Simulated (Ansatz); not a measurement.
# C3H9GaO: the cost of one run

Program: Ansatz 0.2.0, Gaussian basis. Level of theory: RKS PBE0-D4/def2-TZVP. These are calculated values, not measurements.

Plan: a single point at PBE0-D4/def2-TZVP.

2 further runs of the same task are left out: 2 set aside as unsound or not needed. Runs told in other sessions of the task aren't counted.

**1. The geometry**

The geometry is that of the singlet, from an earlier relaxation (r2SCAN-D4/def2-SVP).

14 atoms, charge 0, spin multiplicity 1.

Atoms are counted from 1 here; the program's logs count them from 0.

Bond lengths: C1–C2 1.495 Å, C1–C3 1.494 Å, C1–O5 1.234 Å, C2–H6 1.103 Å, C2–H7 1.103 Å, C2–H8 1.097 Å, C3–H9 1.104 Å, C3–H10 1.103 Å, C3–H11 1.097 Å, Ga4–O5 2.104 Å, Ga4–H12 1.581 Å, Ga4–H13 1.581 Å, Ga4–H14 1.565 Å. Angles: C2–C1–C3 119.2°, C2–C1–O5 119.5°, C3–C1–O5 121.3°, C1–C2–H6 109.5°, C1–C2–H7 109.5°, C1–C2–H8 110.8°, H6–C2–H7 106.2°, H6–C2–H8 110.3°, H7–C2–H8 110.3°, C1–C3–H9 108.7°, C1–C3–H10 108.5°, C1–C3–H11 113.2°, H9–C3–H10 105.3°, H9–C3–H11 110.4°, H10–C3–H11 110.5°, O5–Ga4–H12 97.2°, O5–Ga4–H13 97.7°, O5–Ga4–H14 98.9° and more.

Bonds by kind at the end (by distance):

| bond | count | shortest (Å) | longest (Å) |
| --- | --- | --- | --- |
| C–C | 2 | 1.494 | 1.495 |
| C–O | 1 | 1.234 | 1.234 |
| Ga–O | 1 | 2.104 | 2.104 |
| C–H | 6 | 1.097 | 1.104 |
| Ga–H | 3 | 1.565 | 1.581 |

**2. Single point, PBE0-D4/def2-TZVP**

start.molden holds the orbitals of an earlier run on this state, given as this run's starting guess.

Contents of in.yaml:

```yaml
crystal:
  periodic: [false, false, false]
  atoms:
    - {symbol: C, position_ang: [-0.019276, -0.020766, 0.607619]}
    - {symbol: C, position_ang: [-0.087753, -0.116455, 2.097925]}
    - {symbol: C, position_ang: [0.591774, 1.191508, -0.016858]}
    - {symbol: Ga, position_ang: [-0.496751, -1.061656, -2.182733]}
    - {symbol: O, position_ang: [-0.465705, -0.940952, -0.081996]}
    - {symbol: H, position_ang: [0.929487, -0.046036, 2.518634]}
    - {symbol: H, position_ang: [-0.646750, 0.746371, 2.497387]}
    - {symbol: H, position_ang: [-0.563576, -1.055145, 2.406701]}
    - {symbol: H, position_ang: [-0.152282, 1.657277, -0.685811]}
    - {symbol: H, position_ang: [1.414456, 0.868830, -0.677702]}
    - {symbol: H, position_ang: [0.953320, 1.920787, 0.719063]}
    - {symbol: H, position_ang: [1.064647, -0.963445, -2.410486]}
    - {symbol: H, position_ang: [-1.310581, 0.265244, -2.457929]}
    - {symbol: H, position_ang: [-1.211000, -2.445574, -2.333823]}
basis:
  gaussian: {orbitals: def2-TZVP, initial_orbitals: start.molden}
hamiltonian: {xc: pbe0, dispersion: d4}
scf: {omitted_lower_state_checks: [starts]}
output: {orbitals: {seedname: orbitals}}
```

Command:

```bash
> ansatz run in.yaml --threads 4 --pin off --events-out ev --progress --plain --max-ram 4787MiB
```

What time and memory should one allow on 4 threads of Arm Neoverse V2, shared host?

About 5 s, with a peak of 0.65 GiB.
